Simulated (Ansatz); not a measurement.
# CH₃GaS₂: basis-set convergence

Aim: see how fast density functionals converge with the basis set for CH₃GaS₂.

Method: one geometry, several basis sets; program: Ansatz 0.2.0, Gaussian basis.

Plan: PBE0-D4/def2-SVP; ωB97M-V/def2-SVP; PBE0-D4/def2-QZVPP; ωB97M-V/def2-QZVPP; the functionals' def2-TZVPP values are taken from earlier runs.

### 1 The geometry

An earlier PBE0-D4 in a triple-zeta def2 set relaxation fixed the geometry.

SMILES `[CH3][Ga]1[S][S]1`, 7 atoms, charge 0, spin multiplicity 1.

Atoms are counted from 1 here; the program's logs count them from 0.

Bond lengths: C1–Ga2 1.932 Å, C1–H5 1.089 Å, C1–H6 1.090 Å, C1–H7 1.091 Å, Ga2–S3 2.176 Å, Ga2–S4 2.174 Å, S3–S4 2.205 Å. Angles: Ga2–C1–H5 110.5°, Ga2–C1–H6 109.3°, Ga2–C1–H7 109.1°, H5–C1–H6 109.7°, H5–C1–H7 109.5°, H6–C1–H7 108.7°, C1–Ga2–S3 149.0°, C1–Ga2–S4 150.1°, S3–Ga2–S4 60.9°, Ga2–S3–S4 59.5°, Ga2–S4–S3 59.6°.

Geometry (Å):

```
C    -0.6215    0.9298   -0.4267
Ga    0.3755   -0.5840    0.2420
S     2.0679   -1.3484    1.3763
S     0.6474   -2.7342    0.4157
H    -1.5186    0.5963   -0.9462
H    -0.8984    1.5761    0.4069
H     0.0086    1.4963   -1.1137
```

### 2 PBE0-D4 in def2-SVP

Contents of in.yaml:

```yaml
crystal:
  periodic: [false, false, false]
  atoms:
    - {symbol: C, position_ang: [-0.621455, 0.929838, -0.426690]}
    - {symbol: Ga, position_ang: [0.375550, -0.583981, 0.242035]}
    - {symbol: S, position_ang: [2.067910, -1.348362, 1.376296]}
    - {symbol: S, position_ang: [0.647450, -2.734237, 0.415687]}
    - {symbol: H, position_ang: [-1.518570, 0.596338, -0.946209]}
    - {symbol: H, position_ang: [-0.898423, 1.576053, 0.406901]}
    - {symbol: H, position_ang: [0.008638, 1.496251, -1.113722]}
basis:
  gaussian: {orbitals: def2-SVP}
hamiltonian: {xc: pbe0, dispersion: d4}
output: {orbitals: {seedname: orbitals}}
```

Started as:

```bash
ansatz run in.yaml --threads 2 --pin off --events-out ev --progress --plain --max-ram 4352MiB
```

After this run come: ωB97M-V in def2-SVP; PBE0-D4 in def2-QZVPP; ωB97M-V in def2-QZVPP.

Q: Predict the results of all the runs planned. Wanted: PBE0-D4: double and triple zeta above quadruple; ωB97M-V: double and triple zeta above quadruple.

As calculated:

| quantity | value |
| --- | --- |
| PBE0-D4: double and triple zeta above quadruple | 17.44, 1.88 eV |
| ωB97M-V: double and triple zeta above quadruple | 17.33, 1.81 eV |

**Reading.** For PBE0-D4 the step from double to triple zeta gains 15.56 eV and the next only 1.88 eV. These are total energies; as a rule much of such shifts cancels in differences, which this series doesn't test.
